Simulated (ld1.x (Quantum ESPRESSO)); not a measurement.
# A TM potential for Ga, from input to tests

Do these settings give a usable potential? It is generated, then checked for transferability, scattering, ghosts and hardness.

Program: ld1.x (Quantum ESPRESSO) 7.5. Reference atom: PBE, scalar-relativistic, spherical and spin-unpolarised. All values are calculated.

### Step 1. Settings

The settings as typed:

```json
{
 "element": "gallium (Ga, Z = 31)",
 "type": "norm-conserving Troullier–Martins (Kleinman–Bylander form)",
 "frozen core": "[Ar] 3d10",
 "valence charge": "3",
 "reference configuration": "4s1.5 4p1.5",
 "partial waves": "4s (bound): rc 1.45 bohr; 4p (bound): rc 2.55 bohr; 4d channel at 0.05 Ry: rc 1.95 bohr",
 "local potential": "all-electron potential smoothed inside 2.20 bohr (lloc = -1)",
 "core correction": "not asked for"
}
```

An earlier all-electron run gives the scale for the radii.

All-electron outer shells of the reference configuration (PBE, scalar-relativistic, ld1.x):

| shell | level (eV) | outermost node (bohr) | outermost maximum (bohr) |
| --- | --- | --- | --- |
| 3p | -99.85 | 0.24 | 0.56 |
| 3d | -20.12 | – | 0.53 |
| 4s | -9.52 | 0.81 | 1.87 |
| 4p | -2.98 | 0.87 | 2.50 |

### Step 2. Generating the potential

Ga.in reads:

```
 &input
   title='Ga', zed=31., rel=1, dft='PBE', iswitch=3,
   config='[Ar] 3d10 4s1.5 4p1.5 4d-2',
   nld=3, rlderiv=2.75, eminld=-3.0, emaxld=5.0, deld=0.02
 /
 &inputp
   pseudotype=2, tm=.true., lloc=-1, rcloc=2.20,
   nlcc=.false.,
   file_pseudopw='Ga.UPF', file_wfcaegen='ae.wfc', file_wfcncgen='nc.wfc', file_beta='beta', file_chi='chi'
 /
3
4S  1  0   1.50   0.00  1.45  1.45  0.0
4P  2  1   1.50   0.00  2.55  2.55  0.0
4D  3  2  -2.00   0.05  1.95  1.95  0.0
 &test
   configts(1)='4s1.5 4p1.5'
 /
```

Launch:

```bash
$ ld1.x < Ga.in > Ga.out
```

What the program wrote to Ga.out (without the banner and most projector matrices):

```text
     Program LD1 v.7.5
     --------------------------- All-electron run ----------------------------

     Ga
     scalar relativistic calculation

     atomic number is 31.00
     dft =PBE   lsd =0 sic =0 latt =0  beta=0.20 tr2=1.0E-14
     Exchange-correlation= PBE
                           (   1   4   3   4   0   0   0)
     mesh =1205 r(mesh) = 101.09016 a.u. xmin = -7.00 dx = 0.01250
     1 Ry =  13.60569312 eV, c = 137.03599908

     n l     nl                  e(Ry)          e(Ha)          e(eV)
     1 0     1S 1( 2.00)      -751.9623      -375.9811    -10230.9678
     2 0     2S 1( 2.00)       -92.8495       -46.4248     -1263.2818
     2 1     2P 1( 6.00)       -80.8335       -40.4167     -1099.7953
     3 0     3S 1( 2.00)       -10.9603        -5.4801      -149.1218
     3 1     3P 1( 6.00)        -7.3392        -3.6696       -99.8548
     3 2     3D 1(10.00)        -1.4790        -0.7395       -20.1234
     4 0     4S 1( 1.50)        -0.6997        -0.3499        -9.5201
     4 1     4P 1( 1.50)        -0.2189        -0.1095        -2.9788

     final scf error:  7.3E-15 reached in  29 iterations

     Etot =   -3887.641863 Ry,   -1943.820931 Ha,  -52894.062155 eV

     Ekin =    3953.732871 Ry,    1976.866436 Ha,   53793.276136 eV
     Encl =   -9366.674892 Ry,   -4683.337446 Ha, -127440.104162 eV
     Eh   =    1676.175873 Ry,     838.087936 Ha,   22805.534542 eV
     Exc  =    -150.875714 Ry,     -75.437857 Ha,   -2052.768670 eV

     normalization and overlap integrals

     s(1S/1S) =  1.000000  <r> =   0.0486  <r2> =    0.0032  r(max) =   0.0319
     s(2S/2S) =  1.000000  <r> =   0.2178  <r2> =    0.0560  r(max) =   0.1833
     s(2P/2P) =  1.000000  <r> =   0.1907  <r2> =    0.0446  r(max) =   0.1464
     s(3S/3S) =  1.000000  <r> =   0.6518  <r2> =    0.4906  r(max) =   0.5647
     s(3P/3P) =  1.000000  <r> =   0.6791  <r2> =    0.5441  r(max) =   0.5647
     s(3D/3D) =  1.000000  <r> =   0.8085  <r2> =    0.8566  r(max) =   0.5305
     s(4S/4S) =  1.000000  <r> =   2.3164  <r2> =    6.2373  r(max) =   1.8748
     s(4P/4P) =  1.000000  <r> =   3.3081  <r2> =   13.1771  r(max) =   2.4993

     ------------------------ End of All-electron run ------------------------

     --------------------- Generating NC pseudopotential ---------------------

      Generating local potential from pseudized AE potential:
      Matching radius rcloc =   2.2000

      Local pseudo, rcloc= 2.206 Estimated cut-off energy=     4.98 Ry

      Wfc   4S  rcut= 1.442  Using Troullier-Martins method

      Wfc   4P  rcut= 2.563  Using Troullier-Martins method

      Wfc   4D  rcut= 1.946  Using Troullier-Martins method

     ------------------- End of pseudopotential generation -------------------

     [... the all-electron block is printed once more ...]


     Computing logarithmic derivative in   2.74500
     Computing logarithmic derivative in   2.74500
     Computing the partial wave expansion
     R is outside the sphere for l=    0 j= 0.00
     R is outside the sphere for l=    1 j= 0.00
     R is outside the sphere for l=    2 j= 0.00

     ---------------------- Testing the pseudopotential ----------------------

     Ga
     scalar relativistic calculation

     atomic number is 31.00   valence charge is  3.00
     dft =PBE   lsd =0 sic =0 latt =0  beta=0.20 tr2=1.0E-14
     mesh =1205 r(mesh) = 101.09016 xmin = -7.00 dx = 0.01250

     n l     nl             e AE (Ry)        e PS (Ry)    De AE-PS (Ry)
     1 0     4S   1( 1.50)       -0.69971       -0.69971       -0.00000
     2 1     4P   1( 1.50)       -0.21894       -0.21894        0.00000

     eps = 8.2E-18  iter =  6

     Etot =   -3887.641863 Ry,   -1943.820931 Ha,  -52894.062155 eV
     Etotps =    -3.956401 Ry,      -1.978200 Ha,     -53.829573 eV

     Ekin =       1.533650 Ry,       0.766825 Ha,      20.866365 eV
     Encl =      -7.861434 Ry,      -3.930717 Ha,    -106.960259 eV
     Ehrt =       2.929900 Ry,       1.464950 Ha,      39.863325 eV
     Ecxc =      -1.216075 Ry,      -0.608037 Ha,     -16.545541 eV
     Epseu=       0.657558 Ry,       0.328779 Ha,       8.946538 eV

     ---------------------- End of pseudopotential test ----------------------
```

It took 1 s on 1 thread of Neoverse-V2, shared host. This counts the later configuration tests of the new file too.

All-electron and pseudo partial waves u(r) = r·R(r), from the program's wave files:

```tsv
r (bohr)	4s AE	4s PS	4p AE	4p PS
0.128	0.1853	0.0379	0.1244	0.0038
0.255	0.0104	0.0749	-0.0318	0.0148
0.382	-0.2526	0.1109	-0.1779	0.0331
0.510	-0.3164	0.1467	-0.2138	0.0583
0.638	-0.2215	0.1840	-0.1670	0.0901
0.765	-0.0567	0.2268	-0.0804	0.1274
0.893	0.1229	0.2815	0.0202	0.1700
1.020	0.2860	0.3525	0.1185	0.2163
1.148	0.4234	0.4402	0.2093	0.2656
1.275	0.5302	0.5317	0.2883	0.3156
1.402	0.6092	0.6092	0.3556	0.3649
1.530	0.6641	0.6641	0.4122	0.4119
1.658	0.6980	0.6980	0.4583	0.4544
1.785	0.7147	0.7147	0.4947	0.4908
1.912	0.7178	0.7178	0.5230	0.5203
2.040	0.7101	0.7101	0.5441	0.5428
2.168	0.6940	0.6940	0.5589	0.5584
2.295	0.6718	0.6718	0.5680	0.5679
2.422	0.6450	0.6450	0.5723	0.5723
2.550	0.6148	0.6148	0.5726	0.5726
2.678	0.5826	0.5826	0.5693	0.5693
2.805	0.5496	0.5496	0.5632	0.5632
2.932	0.5162	0.5162	0.5547	0.5547
3.060	0.4827	0.4827	0.5441	0.5441
3.188	0.4499	0.4499	0.5318	0.5318
3.315	0.4183	0.4183	0.5184	0.5184
```

### Step 3. Testing the new file in other configurations

Ga.test.in reads:

```
 &input
   title='Ga', zed=31., rel=1, dft='PBE', iswitch=2,
   config='[Ar] 3d10 4s1.5 4p1.5 4d-2'
 /
 &test
   file_pseudo='Ga.UPF', nconf=8,
   configts(1)='4s1.5 4p1.5',
   configts(2)='4s2 4p1',
   configts(3)='4s2 4p0',
   configts(4)='4s1 4p0',
   configts(5)='4s1 4p1',
   configts(6)='4s2 4p1.3',
   configts(7)='4s0 4p3',
   configts(8)='4s1 4p2'
 /
```

Launch:

```bash
$ ld1.x < Ga.test.in > Ga.test.out
```

Ga.test.out, the pseudopotential blocks:

```text
     ---------------------- Testing the pseudopotential ----------------------

     Ga
     scalar relativistic calculation

     atomic number is 31.00   valence charge is  3.00
     dft =PBE   lsd =0 sic =0 latt =0  beta=0.20 tr2=1.0E-14
     mesh =1205 r(mesh) = 101.09016 xmin = -7.00 dx = 0.01250

     n l     nl             e AE (Ry)        e PS (Ry)    De AE-PS (Ry)
     1 0     4S   1( 1.50)       -0.69971       -0.69971       -0.00000
     2 1     4P   1( 1.50)       -0.21894       -0.21894        0.00000

     eps = 6.1E-15  iter =  3

     Etot =   -3887.641863 Ry,   -1943.820931 Ha,  -52894.062155 eV
     Etotps =    -3.956400 Ry,      -1.978200 Ha,     -53.829569 eV

     Ekin =       1.533650 Ry,       0.766825 Ha,      20.866369 eV
     Encl =      -7.861434 Ry,      -3.930717 Ha,    -106.960261 eV
     Ehrt =       2.929900 Ry,       1.464950 Ha,      39.863325 eV
     Ecxc =      -1.216075 Ry,      -0.608037 Ha,     -16.545541 eV
     Epseu=       0.657558 Ry,       0.328779 Ha,       8.946539 eV

     ---------------------- End of pseudopotential test ----------------------

     ---------------------- Testing the pseudopotential ----------------------

     Ga
     [...]
     n l     nl             e AE (Ry)        e PS (Ry)    De AE-PS (Ry)
     1 0     4S   1( 2.00)       -0.65769       -0.65824        0.00055
     2 1     4P   1( 1.00)       -0.18956       -0.18888       -0.00068

     eps = 5.6E-15  iter = 11

     Etot =   -3887.879138 Ry,   -1943.939569 Ha,  -52897.290452 eV
     Etotps =    -4.194029 Ry,      -2.097014 Ha,     -57.062668 eV
     dEtot_ae =      -0.237276 Ry
     dEtot_ps =      -0.237628 Ry,   Delta E=       0.000353 Ry

     [...]
     ---------------------- End of pseudopotential test ----------------------

     ---------------------- Testing the pseudopotential ----------------------

     Ga
     [...]
     n l     nl             e AE (Ry)        e PS (Ry)    De AE-PS (Ry)
     1 0     4S   1( 2.00)       -1.20034       -1.20149        0.00115
     2 1     4P   1( 0.00)       -0.66647       -0.66363       -0.00284

     eps = 6.5E-15  iter = 18

     Etot =   -3887.461073 Ry,   -1943.730537 Ha,  -52891.602393 eV
     Etotps =    -3.777433 Ry,      -1.888716 Ha,     -51.394588 eV
     dEtot_ae =       0.180789 Ry
     dEtot_ps =       0.178968 Ry,   Delta E=       0.001821 Ry

     [...]
     ---------------------- End of pseudopotential test ----------------------

     ---------------------- Testing the pseudopotential ----------------------

     Ga
     [...]
     n l     nl             e AE (Ry)        e PS (Ry)    De AE-PS (Ry)
     1 0     4S   1( 1.00)       -1.91606       -1.90382       -0.01224  !
     2 1     4P   1( 0.00)       -1.30377       -1.29051       -0.01326  !

     eps = 3.7E-15  iter = 14

     Etot =   -3885.908206 Ry,   -1942.954103 Ha,  -52870.474558 eV
     Etotps =    -2.226885 Ry,      -1.113442 Ha,     -30.298308 eV
     dEtot_ae =       1.733656 Ry
     dEtot_ps =       1.729516 Ry,   Delta E=       0.004141 Ry

     [...]
     ---------------------- End of pseudopotential test ----------------------

     ---------------------- Testing the pseudopotential ----------------------

     Ga
     [...]
     n l     nl             e AE (Ry)        e PS (Ry)    De AE-PS (Ry)
     1 0     4S   1( 1.00)       -1.28054       -1.27914       -0.00140
     2 1     4P   1( 1.00)       -0.73071       -0.73056       -0.00016

     eps = 7.2E-15  iter = 12

     Etot =   -3886.919219 Ry,   -1943.459609 Ha,  -52884.230082 eV
     Etotps =    -3.233848 Ry,      -1.616924 Ha,     -43.998742 eV
     dEtot_ae =       0.722644 Ry
     dEtot_ps =       0.722552 Ry,   Delta E=       0.000092 Ry

     [...]
     ---------------------- End of pseudopotential test ----------------------

     ---------------------- Testing the pseudopotential ----------------------

     Ga
     [...]
     n l     nl             e AE (Ry)        e PS (Ry)    De AE-PS (Ry)
     1 0     4S   1( 2.00)       -0.52577       -0.52629        0.00052
     2 1     4P   1( 1.30)       -0.07511       -0.07479       -0.00032

     eps = 1.6E-16  iter = 11

     Etot =   -3887.918382 Ry,   -1943.959191 Ha,  -52897.824395 eV
     Etotps =    -4.233128 Ry,      -2.116564 Ha,     -57.594638 eV
     dEtot_ae =      -0.276520 Ry
     dEtot_ps =      -0.276727 Ry,   Delta E=       0.000208 Ry

     [...]
     ---------------------- End of pseudopotential test ----------------------

     ---------------------- Testing the pseudopotential ----------------------

     Ga
     [...]
     n l     nl             e AE (Ry)        e PS (Ry)    De AE-PS (Ry)
     1 0     4S   1( 0.00)       -0.80735       -0.80045       -0.00691  !
     2 1     4P   1( 3.00)       -0.29537       -0.29528       -0.00009

     eps = 6.2E-15  iter = 12

     Etot =   -3886.896388 Ry,   -1943.448194 Ha,  -52883.919461 eV
     Etotps =    -3.215856 Ry,      -1.607928 Ha,     -43.753950 eV
     dEtot_ae =       0.745474 Ry
     dEtot_ps =       0.740544 Ry,   Delta E=       0.004930 Ry

     [...]
     ---------------------- End of pseudopotential test ----------------------

     ---------------------- Testing the pseudopotential ----------------------

     Ga
     [...]
     n l     nl             e AE (Ry)        e PS (Ry)    De AE-PS (Ry)
     1 0     4S   1( 1.00)       -0.73819       -0.73663       -0.00156
     2 1     4P   1( 2.00)       -0.24611       -0.24648        0.00038

     eps = 5.9E-15  iter = 12

     Etot =   -3887.398627 Ry,   -1943.699314 Ha,  -52890.752772 eV
     Etotps =    -3.713588 Ry,      -1.856794 Ha,     -50.525943 eV
     dEtot_ae =       0.243235 Ry
     dEtot_ps =       0.242812 Ry,   Delta E=       0.000423 Ry

     [...]
     ---------------------- End of pseudopotential test ----------------------
```

Energies count from the reference configuration 4s1.5 4p1.5; the error is all-electron less pseudo.

```csv
valence configuration,charge,ΔE all-electron (eV),error AE − PS (meV)
4s2 4p1,0,-3.228,+4.8
4s2 4p0,+1,2.460,+25
4s1 4p0,+2,23.588,+56
4s1 4p1,+1,9.832,+1.3
4s2 4p1.3,-0.3,-3.762,+2.8
4s0 4p3,0,10.143,+67
4s1 4p2,0,3.309,+5.8
```

### Step 4. Does it scatter like the atom?

Taken from the files of the generation run. The phase is arctan(r·u′/u) with u = r·R, unwrapped, with energies in Ry. A pole is an energy at which the radial function vanishes at the test radius. The pseudo phase is shifted by a multiple of π to meet the all-electron one at the reference energy. Levels narrower than the energy grid can be missing from the poles. The last column is the largest difference on the grid between −1 and +1 Ry.

```tsv
channel	radius (bohr)	reference (Ry)	poles AE	poles PS	window around the reference with phases within 0.05 rad (Ry)	largest difference near zero (rad)
s	2.75	-0.70	0.18	0.17, 4.50	below 1.8	0.007
p	2.75	-0.22	1.20	1.17	below 2.5	0.005
d	2.75	0.05	-1.45, 3.05	2.53	-1.3 to 0.7	0.092
```

Phases (rad) along the scan:

```tsv
E (Ry)	d AE	d PS	s AE	s PS
-3.00	1.363	-1.759	1.314	1.313
-2.52	1.344	-1.779	1.272	1.272
-2.04	1.313	-1.801	1.202	1.202
-1.56	1.120	-1.828	1.046	1.045
-1.08	-1.843	-1.866	0.431	0.429
-0.60	-1.916	-1.923	-1.093	-1.093
-0.12	-2.021	-2.022	-1.478	-1.479
0.36	-2.240	-2.245	-1.611	-1.615
0.84	-2.880	-2.973	-1.696	-1.703
1.32	-3.968	-4.119	-1.775	-1.791
1.80	-4.409	-4.507	-1.878	-1.923
2.28	-4.579	-4.660	-2.063	-2.239
2.76	-4.671	-4.754	-2.545	-3.395
3.24	-4.736	-4.833	-3.647	-4.292
3.72	-4.792	-4.924	-4.238	-4.537
4.20	-4.851	-5.068	-4.445	-4.655
4.68	-4.932	-5.400	-4.545	-4.746
```

### Step 5. Cutoff and ghost test in a Bessel basis

A separate test, outside the generator: the pseudo-atom's Hamiltonian at the reference potential is diagonalised in spherical Bessel functions j_l(qr) that vanish at 20 bohr, with q² up to the cutoff.

All-electron valence levels (Ry): 4s -0.6997, 4p -0.2189. The lowest levels of each channel (Ry) by cutoff; the last column sums, over occupied levels, occupation times the distance from the level at 400 Ry. A positive value at high cutoff is not a bound level.

```tsv
cutoff (Ry)	s #1	p #1	d #1	f #1	Σ f·Δε (mRy)
8	-0.6694	-0.2178	0.0447	0.1021	47.3
15	-0.6837	-0.2189	0.0447	0.1021	24.1
25	-0.6899	-0.2189	0.0444	0.1021	14.7
30	-0.6945	-0.2189	0.0441	0.1021	7.8
45	-0.6979	-0.2189	-0.1575	0.1021	2.7
60	-0.6987	-0.2189	-2.2295	0.1021	1.5
70	-0.6993	-0.2189	-3.0104	0.1021	0.6
90	-0.6995	-0.2189	-3.5956	0.1021	0.3
400	-0.6997	-0.2189	-3.6718	0.1021	0.0
```

The sum stays within 10 mRy from 30 Ry and within 1 mRy from 70 Ry. The sum leaves out empty levels, which can need more. Ghost test: ghost state, bound below the all-electron valence or empty levels of the same l: d at -50.0 eV.

### Step 6. What came out

| quantity | value |
| --- | --- |
| cutoffs for 10 and 1 mRy, occupied levels | 30 Ry and 70 Ry |
| bound ghosts | d at -49.96 eV |
| largest test error (AE − PS) | +67 meV, for 4s0 4p3 |
| largest phase difference near zero energy, channels read | 0.092 rad |

In words: A bound ghost (d) makes it unfit for use: electrons can fall into a state that the atom doesn't have. The worst unpolarised test, 4s0 4p3, is off by 67 meV on 10.1 eV; by total energies transferability rates as fair. It counts as soft on the atom at that tolerance, with 30 Ry needed at the looser tolerance. The slowest occupied level is 4s: taken alone it needs 70 Ry to come within 1 mRy, against 10 Ry for 4p. Near zero energy the largest phase difference among the channels read is 0.09 rad, in the d channel.
